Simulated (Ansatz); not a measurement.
# Re: the cost of one run

Computed with Ansatz 0.2.0 (DFT PBE, scalar-relativistic, plane waves, PAW, unless a step's input says otherwise).

## 1. The starting structure

Symmetry: P6/mmm, No. 191, hexagonal system. The conventional cell has a = 3.111 Å, b = 3.111 Å, c = 16.000 Å, α = 90.00°, β = 90.00°, γ = 120.00°. Re (site symmetry 6mm) has 1 Re at 1.70 Å as nearest neighbours.

Structure file:

```
Re
1.0
     3.11086    0.00000    0.00000
    -1.55543    2.69409    0.00000
     0.00000    0.00000   16.00000
Re
2
Cartesian
  0.0000 0.0000 8.8516
  0.0000 0.0000 7.1484
```

A structure generator made this guess: random sheet by layer group and Wyckoff sites. Lengths come from tabulated atomic sizes and are only a guess.

It is a sheet, periodic along a and b, with vacuum along c; volumes and pressures of the box carry no meaning, and space groups named for it are those of the box.

## 2. Probe: one point on a coarse mesh

input.yaml reads:

```yaml
crystal:
  lattice:
    - [3.110864, 0.0, 0.0]
    - [-1.555432, 2.694087, 0.0]
    - [0.0, 0.0, 16.0]
  atoms:
    - { symbol: Re, position: [0.0, 0.0, 0.55322277] }
    - { symbol: Re, position: [0.0, 0.0, 0.44677723] }
  periodic: [true, true, false]
basis:
  ecutwfc: 420
kpoints:
  mp_grid: { grid: [6, 6, 1] }
hamiltonian:
  xc: pbe
scf:
  occupations: { method: gaussian, width: 0.1 }
  lower_state_search: "off"
output:
  forces: true
  stress: true
  eigenvalues: true
```

Started as:

```sh
ansatz run input.yaml --threads 1 --pin off --max-ram 2048MiB --backend cpu --events-out ev --progress --plain --runs-dir out
```

What time and memory should one allow on 1 thread of Intel Xeon Platinum 8259CL at 2.50GHz (Skylake/Cascade Lake), shared host?

About 2.8 s, with a peak of 0.45 GiB.
